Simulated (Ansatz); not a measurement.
# AlH8NO3Si: one species, many methods

Aim: compute AlH8NO3Si with functionals from several rungs and with coupled cluster. The yardstick is the atomisation energy at the CCSD(T) limit.

Program: Ansatz 0.2.0, Gaussian basis. Level of theory: functionals in def2-TZVPP, the program's frozen cores in correlated methods. These are calculated values, not measurements.

Levels to be run: LDA (SPW92), PBE-D4, revPBE-D4, BLYP-D4, r2SCAN-D4, B97M-V, PBE0-D4, B3LYP-D4, r2SCANh-D4, r2SCAN0-D4, HSE06-D4, BHLYP-D4, CAM-B3LYP-D4, LC-ωPBE, ωB97X-V, ωB97M-V, B2PLYP, PBE-QIDH; CCSD(T)/def2-SVP; CCSD(T)/def2-TZVPP; MP2/def2-QZVPP; extrapolation to the limit; RPA on PBE.

**1. Structure used throughout**

An earlier PBE0-D4 in a triple-zeta def2 set relaxation fixed the geometry.

SMILES `[OH][Al-]([OH])([OH])[NH2+][SiH3]`, 14 atoms, charge 0, spin multiplicity 1.

Atoms are counted from 1 here; the program's logs count them from 0.

Bond lengths: O1–Al2 1.720 Å, O1–H7 0.955 Å, Al2–O3 1.730 Å, Al2–O4 1.720 Å, Al2–N5 2.010 Å, O3–H8 0.955 Å, O4–H9 0.954 Å, N5–Si6 1.795 Å, N5–H10 1.017 Å, N5–H11 1.017 Å, Si6–H12 1.474 Å, Si6–H13 1.473 Å, Si6–H14 1.490 Å. Angles: Al2–O1–H7 121.1°, O1–Al2–O3 116.6°, O1–Al2–O4 118.4°, O1–Al2–N5 100.6°, O3–Al2–O4 117.2°, O3–Al2–N5 97.0°, O4–Al2–N5 100.5°, Al2–O3–H8 120.7°, Al2–O4–H9 121.3°, Al2–N5–Si6 111.7°, Al2–N5–H10 106.4°, Al2–N5–H11 106.1°, Si6–N5–H10 112.5°, Si6–N5–H11 112.4°, H10–N5–H11 107.2°, N5–Si6–H12 108.4°, N5–Si6–H13 108.3°, N5–Si6–H14 106.7° and more.

**2. LDA**

This LDA is Slater exchange with PW92 correlation.

Contents of in.yaml:

```yaml
crystal:
  periodic: [false, false, false]
  atoms:
    - {symbol: O, position_ang: [-2.399430, -0.176126, 0.043482]}
    - {symbol: Al, position_ang: [-0.892402, 0.422994, 0.616065]}
    - {symbol: O, position_ang: [0.023019, -0.631058, 1.637435]}
    - {symbol: O, position_ang: [-0.735449, 2.113330, 0.889681]}
    - {symbol: N, position_ang: [0.239687, 0.211156, -1.031787]}
    - {symbol: Si, position_ang: [1.623960, -0.896839, -0.749031]}
    - {symbol: H, position_ang: [-3.191690, 0.353941, 0.094320]}
    - {symbol: H, position_ang: [-0.386401, -1.390474, 2.047200]}
    - {symbol: H, position_ang: [-0.409718, 2.452565, 1.720243]}
    - {symbol: H, position_ang: [0.536884, 1.146355, -1.297777]}
    - {symbol: H, position_ang: [-0.383582, -0.125377, -1.761331]}
    - {symbol: H, position_ang: [1.091834, -2.242298, -0.465179]}
    - {symbol: H, position_ang: [2.472930, -0.317898, 0.306921]}
    - {symbol: H, position_ang: [2.397559, -0.949671, -2.021444]}
basis:
  gaussian: {orbitals: def2-TZVPP}
hamiltonian: {xc: lda}
output: {orbitals: {seedname: orbitals}}
```

Run with:

```
ansatz run in.yaml --threads 4 --pin off --events-out ev --progress --plain --max-ram 11315MiB
```

After this run come: PBE-D4 (GGA); revPBE-D4 (GGA); BLYP-D4 (GGA); r2SCAN-D4 (meta-GGA); B97M-V (meta-GGA); B3LYP-D4 (hybrid); r2SCANh-D4 (hybrid); r2SCAN0-D4 (hybrid); HSE06-D4 (hybrid); BHLYP-D4 (hybrid); CAM-B3LYP-D4 (range-separated); LC-ωPBE (range-separated); ωB97X-V (range-separated); ωB97M-V (range-separated); B2PLYP (double hybrid); PBE-QIDH (double hybrid); CCSD(T) in def2-SVP; CCSD(T) in def2-TZVPP; MP2 in def2-QZVPP; RPA on PBE orbitals.

Before running them: what should the planned runs give, taken together? Wanted: atomisation energy, CCSD(T)/CBS; farthest beyond LDA; mean size of error, GGA; mean size of error, meta-GGA; mean size of error, hybrid; mean size of error, range-separated; mean size of error, double hybrid; gap, smallest and largest; T1 diagnostic.

As calculated:

| quantity | value |
| --- | --- |
| atomisation energy, CCSD(T)/CBS | 1219.8 kcal/mol |
| functionals within 6.1 kcal/mol (0.5 %) | PBE-D4, CAM-B3LYP-D4, ωB97M-V |
| farthest beyond LDA | BHLYP-D4 (-49.9 kcal/mol) |
| mean size of error, GGA | 17.6 kcal/mol |
| mean size of error, meta-GGA | 11.9 kcal/mol |
| mean size of error, hybrid | 29.3 kcal/mol |
| mean size of error, range-separated | 8.9 kcal/mol |
| mean size of error, double hybrid | 27.0 kcal/mol |
| gap, smallest and largest | 5.10 eV (BLYP-D4), 12.66 eV (LC-ωPBE) |
| T1 diagnostic | 0.0114 |
| triples share of the correlation energy | 3.3 % |

In words: LDA overbinds by 152.9 kcal/mol (13 %). PBE-D4 is off by -5.2 kcal/mol. Double hybrids carry the basis error of their MP2 part in triple zeta, and no dispersion term here, so their miss is partly the set-up's. Taken by rung, range-separated functionals do best (8.9 kcal/mol on average) and hybrid ones worst beyond LDA (29.3 kcal/mol). double hybrid functionals lie within the reference's doubt of that worst mean (27.0 kcal/mol), so those two tie. The mean of the hybrids holds BHLYP, with half exact exchange. Misses under about 6.1 kcal/mol are within the doubt on the reference itself, which lacks core-valence correlation, relativity and higher excitations. Hartree-Fock recovers 70 % of the binding; the rest is correlation. CCSD(T) in def2-SVP is off by -95.8 kcal/mol, so the small basis spoils what the method gains. The gap grows from 5.1 to 12.7 eV across the functionals, mostly with the share of exact exchange.
